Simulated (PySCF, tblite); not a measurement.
**C₃H₇B₃O₃: geometry, infrared bands, NMR shifts, spin-spin couplings and electronic excitations**

Wanted: the infrared bands, NMR shifts, spin-spin couplings and electronic excitations of C₃H₇B₃O₃ (`C=CB1OBOB(C)O1`), by calculation.

The runs use tblite 0.8.0 and PySCF 2.14.0, with density-fitted response routines of our own; the level of theory stands in each step. All values are computed, except where a source is named. Atoms count from 0, in the outputs and in this text.

### Step 1. The starting structure

16 atoms, charge 0, multiplicity 1; geometry from: force field or distance geometry start.

Bonds of the start (Å): C0–C1 1.30, C1–B2 1.58, B2–O3 1.43, O3–B4 1.46, B4–O5 1.47, O5–B6 1.44, B6–C7 1.59, B6–O8 1.46, O8–B2 1.46, C0–H9 1.09, C0–H10 1.09, C1–H11 1.10, B4–H12 1.20, C7–H13 1.10, C7–H14 1.10, C7–H15 1.10.

### Step 2. Geometry optimisation with GFN2-xTB

What the job is given:

```
{"job": {"kind": "relax", "xc": "GFN2-xTB", "basis": "xTB"}, "charge": 0, "multiplicity": 1}
C     -3.016300     0.394800     0.066000
C     -1.815900     0.766300     0.413200
B     -0.665400    -0.321400     0.373300
O     -0.707800    -1.511200    -0.424500
B      0.596300    -2.141600    -0.621400
O      1.854100    -1.539700    -0.157000
B      1.656700    -0.280500     0.513800
C      2.302700     1.066100    -0.032300
O      0.438300    -0.137400     1.305300
H     -3.897300     1.030400     0.059900
H     -3.168300    -0.637300    -0.245600
H     -1.587800     1.788300     0.752800
H      0.699300    -2.703100    -1.673700
H      2.028100     1.858300     0.683600
H      1.875300     1.361500    -1.005800
H      3.400300     1.015400    -0.019000
```

Run with:

```sh
> OMP_NUM_THREADS=1 python probes_run.py task.json out
```

The driver reads the jobs from task.json and runs them one after another.

**Question.** This job is followed by: GFN2-xTB harmonic vibrations, gas phase; PBE0-D3(BJ)/def2-SVP geometry optimisation, gas phase; GIAO PBE0/pcSseg-1 NMR shielding, non-relativistic, gas phase; B3LYP/pcJ-1 indirect spin-spin coupling, non-relativistic, gas phase; TDDFT CAM-B3LYP/def2-SVPD, vertical, gas phase, core orbitals frozen in the response; GIAO B97-2/pcSseg-1 NMR shielding, non-relativistic, gas phase. Predict these results of the whole session: strongest single infrared mode (GFN2-xTB); zero-point energy (GFN2-xTB); point group; rotational constants (main isotopes); 13C shifts against TMS (PBE0/pcSseg-1); 1H shifts against TMS (PBE0/pcSseg-1, means over atoms taken as alike); 11B shifts against BF3·OEt2 (PBE0/pcSseg-1); 17O shifts against H2O (PBE0/pcSseg-1); surface potential, 1st and 99th percentile; largest coupling of the table (B3LYP/pcJ-1); lowest singlet (CAM-B3LYP/def2-SVPD); lowest triplet; vertical ionisation energy (ΔSCF); vertical electron affinity (ΔSCF); range of the shift of O5.

As calculated:

```
                                                              quantity                                             value
                             strongest single infrared mode (GFN2-xTB)                             1269 cm⁻¹, 788 km/mol
                                          zero-point energy (GFN2-xTB)                                     70.5 kcal/mol
                                                           point group                                                C1
                                  rotational constants (main isotopes)                              3.59, 1.12, 0.86 GHz
                                13C shifts against TMS (PBE0/pcSseg-1)                            154.1, 138.3, -0.1 ppm
1H shifts against TMS (PBE0/pcSseg-1, means over atoms taken as alike)                  7.12, 6.69, 6.24, 4.57, 0.58 ppm
                           11B shifts against BF3·OEt2 (PBE0/pcSseg-1)                              33.2, 26.5, 26.0 ppm
                                17O shifts against H2O (PBE0/pcSseg-1)                           219.8, 209.8, 201.5 ppm
                                 surface potential, 1st and 99th percentile                                -1.02 V and 1.41 V
                           largest coupling of the table (B3LYP/pcJ-1)                          1J(B,H) B4–H12, 194.4 Hz
                                  lowest singlet (CAM-B3LYP/def2-SVPD)                       6.54 eV (190 nm), f = 0.468
                                                        lowest triplet                                           3.89 eV
                                     vertical ionisation energy (ΔSCF)                                          10.43 eV
                                     vertical electron affinity (ΔSCF)  -0.51 eV (unbound: the value hangs on the basis)
                                              range of the shift of O5                                209.4 to 219.8 ppm
```

The optimisation took 117 steps and gained 2.159 eV; among the close pairs (by a distance rule), B4–O5 changed most, from 1.470 to 1.358 Å (GFN2-xTB). No mode is imaginary among the 42: a minimum at this level. The strongest single mode, at 1269 cm⁻¹, is carried by H11, B4, B6, O8. GFN2-xTB is a fitted tight-binding method: band positions and strengths are rough. Its intensities can rank the bands wrongly. The optimisation took 4 steps and gained 0.073 eV; among the close pairs (by a distance rule), B4–H12 changed most, from 1.171 to 1.204 Å (PBE0/def2-SVP). C0 (terminal =CH2 carbon) lies farthest downfield among carbon, at 154.1 ppm; an sp2 carbon of a C=C bond. By nearest atom (PBE0/pcSseg-1), the HOMO sits on C0, C1 about 39 % each and the LUMO on C0 27 %; B2 25 %. In the run at B3LYP/pcJ-1, the largest coupling of the table is B4–H12, 194.4 Hz, of which the Fermi-contact term gives 194.0 Hz. Couplings across rotatable bonds belong to this one conformer; where others are populated, the observed values are averages. The lowest singlet, at 6.54 eV, is HOMO→LUMO 0.97 and is bright. The lowest triplet lies 2.64 eV below the lowest singlet (triplets in Tamm-Dancoff, singlets in full TDDFT). ΔSCF puts the ionisation energy at 10.43 eV, 0.94 eV above −ε(HOMO). In ppm, O5 moves most: its shift spreads over 10.3 ppm, from 209.4 (B97-2/pcSseg-1) to 219.8 (PBE0/pcSseg-1).
